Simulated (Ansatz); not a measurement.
# CH₂ClNSi: one species, many methods

An exercise on one series of results from a longer session: the logs are not shown, and one member is left open.

Computed with Ansatz 0.2.0, Gaussian basis. Level: functionals in def2-TZVPP, the program's frozen cores in correlated methods.

Levels to be run: LDA (SPW92), PBE-D4, revPBE-D4, BLYP-D4, r2SCAN-D4, B97M-V, PBE0-D4, B3LYP-D4, r2SCANh-D4, r2SCAN0-D4, HSE06-D4, BHLYP-D4, CAM-B3LYP-D4, LC-ωPBE, ωB97X-V, ωB97M-V, B2PLYP, PBE-QIDH; CCSD(T)/def2-SVP; CCSD(T)/def2-TZVPP; MP2/def2-QZVPP; extrapolation to the limit; RPA on PBE.

**The relaxed structure**

All runs share one geometry, relaxed beforehand with PBE0-D4 in a triple-zeta def2 set.

SMILES `ClC1=N[SiH2]1`, 6 atoms, charge 0, spin multiplicity 1.

Atoms are counted from 1 here; the program's logs count them from 0.

Bond lengths: Cl1–C2 1.709 Å, C2–N3 1.266 Å, C2–Si4 1.774 Å, N3–Si4 1.800 Å, Si4–H5 1.476 Å, Si4–H6 1.476 Å. Angles: Cl1–C2–N3 129.9°, Cl1–C2–Si4 159.7°, N3–C2–Si4 70.4°, C2–N3–Si4 68.1°, C2–Si4–N3 41.5°, C2–Si4–H5 121.8°, C2–Si4–H6 121.8°, N3–Si4–H5 118.3°, N3–Si4–H6 118.3°, H5–Si4–H6 114.6°.

The first run:

Contents of in.yaml:

```yaml
crystal:
  periodic: [false, false, false]
  atoms:
    - {symbol: Cl, position_ang: [-1.232233, -2.329301, 0.030696]}
    - {symbol: C, position_ang: [-0.265542, -0.920305, 0.026581]}
    - {symbol: N, position_ang: [0.989554, -0.796100, 0.131494]}
    - {symbol: Si, position_ang: [0.170658, 0.797247, -0.045186]}
    - {symbol: H, position_ang: [0.300661, 1.512459, -1.329255]}
    - {symbol: H, position_ang: [0.078902, 1.672001, 1.139570]}
basis:
  gaussian: {orbitals: def2-TZVPP}
hamiltonian: {xc: lda}
output: {orbitals: {seedname: orbitals}}
```

Among the steps run: LDA; PBE-D4 (GGA); revPBE-D4 (GGA); BLYP-D4 (GGA); r2SCAN-D4 (meta-GGA); B97M-V (meta-GGA); PBE0-D4 (hybrid); B3LYP-D4 (hybrid); r2SCANh-D4 (hybrid); r2SCAN0-D4 (hybrid); HSE06-D4 (hybrid); BHLYP-D4 (hybrid); CAM-B3LYP-D4 (range-separated); LC-ωPBE (range-separated); ωB97X-V (range-separated); ωB97M-V (range-separated); B2PLYP (double hybrid); PBE-QIDH (double hybrid).

One table of the session follows, with a row left open; its other results are not shown here.

It belongs to the step «Orbital energies across the functionals». 

| functional | HOMO (eV) | gap (eV) |
| --- | --- | --- |
| LDA (SPW92) | -6.25 | 3.96 |
| PBE-D4 | -6.08 | 4.04 |
| revPBE-D4 | -6.02 | 4.05 |
| BLYP-D4 | ? | ? |
| r2SCAN-D4 | -6.31 | 4.47 |
| B97M-V | -6.37 | 4.49 |
| PBE0-D4 | -7.28 | 6.07 |
| B3LYP-D4 | -7.06 | 5.64 |
| r2SCANh-D4 | -6.76 | 5.23 |
| r2SCAN0-D4 | -7.43 | 6.36 |
| HSE06-D4 | -6.88 | 5.30 |
| BHLYP-D4 | -8.37 | 8.05 |
| CAM-B3LYP-D4 | -8.58 | 8.39 |
| LC-ωPBE | -9.88 | 10.83 |
| ωB97X-V | -9.54 | 10.38 |
| ωB97M-V | -9.43 | 10.05 |

Estimate the missing values for BLYP-D4.

Worked estimate for «HOMO (eV)». Against the share of exact exchange, B3LYP-D4 (0.2, -7.06), BHLYP-D4 (0.5, -8.37) give a slope of -4.37 per unit share; at 0 the line stands at -6.19.

As computed: HOMO (eV): -5.93; gap (eV): 4.02. In «HOMO (eV)» the line misses by -0.26.
